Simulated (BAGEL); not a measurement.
**BH2Br (SMILES BBr) at PBE0/def2-TZVP (density fitting with qzvpp-jkfit)**

Aim: the energy change on altering one bond length of BH2Br at PBE0/def2-TZVP (density fitting with qzvpp-jkfit), from 2 runs. 

Program for the calculation: BAGEL 1.2.2.

3 further runs of the same task are left out: 3 set aside as unsound or not needed.

**1. The system as given**

BH2Br has 4 atoms, charge 0, and is taken as a singlet. As SMILES, `BBr`. The coordinates come from a PBE0-D4/def2-TZVP relaxation.

Bond lengths: B1–Br2 1.891 Å, B1–H3 1.188 Å, B1–H4 1.188 Å. Angles: Br2–B1–H3 117.8°, Br2–B1–H4 117.8°, H3–B1–H4 124.3°.

**2. The energy at PBE0/def2-TZVP (density fitting with qzvpp-jkfit)**

calc.json reads:

```json
{ "bagel": [

{
  "title": "molecule",
  "basis": "def2-tzvp.json",
  "df_basis": "qzvpp-jkfit",
  "angstrom": true,
  "geometry": [
    { "atom": "B", "xyz": [      -0.153900,       0.025000,      -0.096900 ] },
    { "atom": "Br", "xyz": [       1.470100,      -0.363400,       0.790800 ] },
    { "atom": "H", "xyz": [      -1.111200,      -0.617300,       0.191700 ] },
    { "atom": "H", "xyz": [      -0.149500,       0.895400,      -0.905900 ] }
  ]
},

{ "title": "ks", "xc_func": "pbe0" },

{ "title": "print", "file": "orbitals.molden", "orbitals": true }

]}
```

The basis set def2-TZVP is read from a file made from the Basis Set Exchange's data (not shown).

On the command line:

```bash
$ BAGEL_NUM_THREADS=1 BAGEL calc.json > calc.out
```

Log:

```text
* using 1 threads per process

  ===============================================================
  ===============================================================

  *** Geometry ***

  { "atom" : "B", "xyz" : [     -0.290829,      0.047243,     -0.183114 ] },
  { "atom" : "Br", "xyz" : [      2.778086,     -0.686726,      1.494395 ] },
  { "atom" : "H", "xyz" : [     -2.099864,     -1.166528,      0.362260 ] },
  { "atom" : "H", "xyz" : [     -0.282514,      1.692061,     -1.711903 ] },

  Number of auxiliary basis functions:      377

  Since a DF basis is specified, we compute 2- and 3-index integrals:
    o Being stored without compression. Storage requirement is 0.025 GB

  Number of basis functions:       91
  Number of electrons      :       42

    * METHOD: MOLECULE                             0.17

  *** Kohn-Sham DFT ***

    * Removing 5286 points whose weight is below 1.00e-10
    * Grid points: 54338

  === Nuclear Repulsion ===
    67.5893265299

       - DIIS with orbital gradients will be used.

  === KS iteration (pbe0 / def2-tzvp.json) ===
      0      -2499.65755165          0.11691328           0.20
      1      -2184.62949514          0.28216572           0.19
      2      -2510.73041282          0.14084104           0.19
      3      -2586.71214719          0.13130241           0.19
      4      -2598.23119588          0.06320903           0.19
      5      -2597.43235923          0.07604058           0.19
      6      -2597.88898670          0.06942210           0.19
      7      -2597.83200366          0.07048016           0.19
      8      -2599.43909029          0.03115326           0.19
      9      -2599.88174823          0.00325086           0.19
     10      -2599.88404276          0.00111366           0.19
     11      -2599.88468337          0.00010979           0.19
     12      -2599.88468863          0.00001179           0.19
     13      -2599.88468872          0.00000401           0.19
     14      -2599.88468872          0.00000111           0.19
     15      -2599.88468872          0.00000027           0.19
     16      -2599.88468872          0.00000005           0.19
     17      -2599.88468872          0.00000003           0.19
     18      -2599.88468872          0.00000000           0.19
    * SCF iteration converged.

    * Permanent dipole moment:
           (    0.183027,    -0.043752,     0.100134) a.u.

    * METHOD: KS                                   3.84

    * METHOD: PRINT                                0.02

  ===============================================================
```

Run time: 4.2 s. Hardware: 1 thread of Arm Neoverse V1, shared host; peak memory 0.26 GiB.

**3. The distorted shape at the same level**

input.json reads:

```json
{ "bagel" : [

{
  "title" : "molecule",
  "basis" : "def2-tzvp.json",
  "df_basis" : "qzvpp-jkfit",
  "angstrom" : true,
  "geometry" : [
    { "atom" : "B", "xyz" : [      -0.965863,       0.219191,      -0.540730 ] },
    { "atom" : "Br", "xyz" : [       1.470100,      -0.363400,       0.790800 ] },
    { "atom" : "H", "xyz" : [      -1.923163,      -0.423109,      -0.252130 ] },
    { "atom" : "H", "xyz" : [      -0.961463,       1.089591,      -1.349730 ] }
  ]
},

{
  "title" : "ks",
  "xc_func" : "pbe0"
},

{
  "title" : "print",
  "file" : "orbitals.molden",
  "orbitals" : true
}

]}
```

The basis set def2-TZVP is read from a file made from the Basis Set Exchange's data (not shown).

On the command line:

```bash
$ BAGEL_NUM_THREADS=1 BAGEL input.json > input.out
```

Log:

```text
* using 1 threads per process

  ===============================================================
  ===============================================================

  *** Geometry ***

  { "atom" : "B", "xyz" : [     -1.825217,      0.414211,     -1.021832 ] },
  { "atom" : "Br", "xyz" : [      2.778086,     -0.686726,      1.494395 ] },
  { "atom" : "H", "xyz" : [     -3.634251,     -0.799560,     -0.476457 ] },
  { "atom" : "H", "xyz" : [     -1.816902,      2.059029,     -2.550620 ] },

  Number of auxiliary basis functions:      377

  Since a DF basis is specified, we compute 2- and 3-index integrals:
    o Being stored without compression. Storage requirement is 0.025 GB

  Number of basis functions:       91
  Number of electrons      :       42

    * METHOD: MOLECULE                             0.16

  *** Kohn-Sham DFT ***

    * Removing 4528 points whose weight is below 1.00e-10
    * Grid points: 55096

  === Nuclear Repulsion ===
    47.7848621605

       - DIIS with orbital gradients will be used.

  === KS iteration (pbe0 / def2-tzvp.json) ===
      0      -2495.71294476          0.10405279           0.19
      1      -2143.54806664          0.25588279           0.18
      2      -2508.65665754          0.12951523           0.19
      3      -2586.41332638          0.10914832           0.18
      4      -2598.65655551          0.04747955           0.19
      5      -2595.96627683          0.06384207           0.19
      6      -2597.57163771          0.05515022           0.19
      7      -2597.00058504          0.05925465           0.19
      8      -2599.58372095          0.01574215           0.18
      9      -2599.77775714          0.00320679           0.19
     10      -2599.78193975          0.00105273           0.19
     11      -2599.78228921          0.00063061           0.19
     12      -2599.78243041          0.00015971           0.19
     13      -2599.78244545          0.00002010           0.19
     14      -2599.78244569          0.00001201           0.19
     15      -2599.78244579          0.00000109           0.19
     16      -2599.78244579          0.00000017           0.19
     17      -2599.78244579          0.00000002           0.19
     18      -2599.78244579          0.00000000           0.19
    * SCF iteration converged.

    * Permanent dipole moment:
           (    1.454135,    -0.347759,     0.794898) a.u.

    * METHOD: KS                                   3.77

    * METHOD: PRINT                                0.02

  ===============================================================
```

Run time: 4.2 s. Hardware: 1 thread of Arm Neoverse V1, shared host; peak memory 0.26 GiB.

**4. Results**

At PBE0/def2-TZVP (density fitting with qzvpp-jkfit):

| quantity | value |
| --- | --- |
| first shape: total energy | -2599.88469 Eh |
| first shape: dipole moment | 0.54 D |
| first shape: HOMO energy | -8.22 eV |
| first shape: LUMO energy | -2.01 eV |
| first shape: HOMO–LUMO gap | 6.22 eV |
| distorted shape: total energy | -2599.78245 Eh |
| distorted shape: dipole moment | 4.30 D |
| distorted shape: HOMO energy | -7.57 eV |
| distorted shape: LUMO energy | -3.46 eV |
| distorted shape: HOMO–LUMO gap | 4.10 eV |
| energy change with the B1–Br2 bond stretched from 1.891 to 2.837 Å | 2.782 eV |

In words: With the B1–Br2 bond stretched from 1.891 to 2.837 Å the energy rises by 2.78 eV (268 kJ/mol).
